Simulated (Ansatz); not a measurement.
# BeRh3: the cost of one run

Computed with Ansatz 0.2.0 (DFT PBE, scalar-relativistic, plane waves, PAW, unless a step's input says otherwise).

## (1) The system as given

Symmetry: Pm-3m, No. 221, cubic system. The conventional cell has a = 3.558 Å, b = 3.558 Å, c = 3.558 Å, α = 90.00°, β = 90.00°, γ = 90.00°. Around Be (site symmetry m-3m) lie 12 Rh at 2.52 Å. Rh (site symmetry 4/mmm) has 4 Be at 2.52 Å and 8 Rh at 2.52 Å as nearest neighbours.

Coordinates:

```cif
data_structure
_symmetry_space_group_name_H-M 'Pm-3m'
_symmetry_Int_Tables_number 221
_cell_length_a 3.5579
_cell_length_b 3.5579
_cell_length_c 3.5579
_cell_angle_alpha 90.000
_cell_angle_beta 90.000
_cell_angle_gamma 90.000
_cell_volume 45.04
loop_
_atom_site_label
_atom_site_type_symbol
_atom_site_symmetry_multiplicity
_atom_site_Wyckoff_symbol
_atom_site_fract_x
_atom_site_fract_y
_atom_site_fract_z
_atom_site_occupancy
Be1 Be 1 a 0.00000 0.00000 0.00000 1
Rh1 Rh 3 c 0.00000 0.50000 0.50000 1
```

(A quick probe on a coarse mesh, which set the mesh and smearing, is not shown.)

## (3) Coarse relaxation

The input, input.yaml:

```yaml
crystal:
  lattice:
    - [3.5578591654, 0.0, 0.0]
    - [0.0, 3.5578591654, 0.0]
    - [0.0, 0.0, 3.5578591654]
  atoms:
    - { symbol: Be, position: [0.0, 0.0, 0.0] }
    - { symbol: Rh, position: [0.0, 0.5, 0.5] }
    - { symbol: Rh, position: [0.5, 0.0, 0.5] }
    - { symbol: Rh, position: [0.5, 0.5, 0.0] }
basis:
  ecutwfc: 420
kpoints:
  mp_grid: { grid: [6, 6, 6] }
hamiltonian:
  xc: pbe
scf:
  occupations: { method: gaussian, width: 0.1 }
  lower_state_search: "off"
output:
  forces: true
  stress: true
  eigenvalues: true
relax:
  adjacent_minimum: "off"
  f_tol: 0.04
  max_steps: 70
  cell: { stress_tol: 0.4 }
```

Launch:

```
$ ansatz run input.yaml --threads 1 --pin off --max-ram 2560MiB --backend cpu --events-out ev --progress --plain --runs-dir out
```

Q: Estimate wall time and peak memory on 1 thread of Arm Neoverse V1, shared host.

About 6.9 s, with a peak of 0.32 GiB.
